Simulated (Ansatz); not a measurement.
Set up this calculation in Ansatz 0.2.0, as the native input.

```
Task                              : relaxation of the atoms
Functional                        : PBE
Potentials or basis               : Ansatz PAW earlier set
Cutoff                            : 700 eV (not typed: the program's choice for these potentials)
k mesh                            : 12 × 12 × 1
Occupations                       : fermi-dirac, width 0.05 eV
Spin                              : no spin polarisation
Boundary along the surface normal : dipole_correction
Atoms held (counted from 0)       : [0, 1, 2]
Miller                            : 1 × 1 × 1
Bulk formula                      : Cu
```

Cu, a slab with vacuum:

```
CELL_PARAMETERS angstrom
2.55619 0.00000 0.00000
-1.27810 2.21373 0.00000
0.00000 0.00000 25.43561
ATOMIC_POSITIONS crystal
Cu 0.66667 0.33333 0.29486
Cu 0.33333 0.66667 0.37692
Cu 0.00000 0.00000 0.45897
Cu 0.66667 0.33333 0.54103
Cu 0.33333 0.66667 0.62308
Cu 0.00000 0.00000 0.70514
```

The cell isn't the ideal one: the (1 1 1) slab of Cu, cut from the database cell, not relaxed.

These files were run (other wordings do the same):

input.yaml

```yaml
crystal:
  lattice:
    - [2.556191014, 0.0, 0.0]
    - [-1.278095507, 2.213726355, 0.0]
    - [0.0, 0.0, 25.4356061156]
  atoms:
    - { symbol: Cu, position: [0.6666666667, 0.3333333333, 0.2948622481] }
    - { symbol: Cu, position: [0.3333333333, 0.6666666667, 0.3769173488] }
    - { symbol: Cu, position: [0.0, 0.0, 0.4589724496] }
    - { symbol: Cu, position: [0.6666666667, 0.3333333333, 0.5410275504] }
    - { symbol: Cu, position: [0.3333333333, 0.6666666667, 0.6230826512] }
    - { symbol: Cu, position: [0.0, 0.0, 0.7051377519] }
hamiltonian:
  xc: pbe
  pseudopotentials: { kind: paw, source: ansatz }
kpoints:
  mp_grid: { grid: [12, 12, 1] }
scf:
  occupations: { method: fermi_dirac, width: 0.05 }
output:
  forces: true
  eigenvalues: true
  write_density: true
  write_potential: true
  elf: true
  volumetric_format: npy
relax:
  f_tol: 0.02
  max_steps: 40
  constraints: [{ sites: [0, 1, 2] }]
efield:
  axis: 3
  dipole_correction: true
  ramp_width: 0.04
```

Potentials or basis: Ansatz PAW earlier set.

Launch:

```console
$ ansatz run input.yaml --threads 4 --pin off --max-ram 11264MiB --backend cpu --events-out ev --progress --plain --runs-dir out
```

Results of the run:

```
Energy gained by relaxing       : 0.0 meV/atom
Ionic steps                     : 3
Largest force after relaxing    : 0.036 eV/Å
Band gap on the k mesh          : none (metal or under the smearing width)
Work function of the upper face : 4.68 eV
Work function of the lower face : 4.69 eV
Dipole across the slab          : 0.000 e·Å
```

Run time: 16 s on 4 threads of AMD EPYC 9R45 96-Core Processor (Zen 5), with other jobs on the host, peak memory 1 GiB.
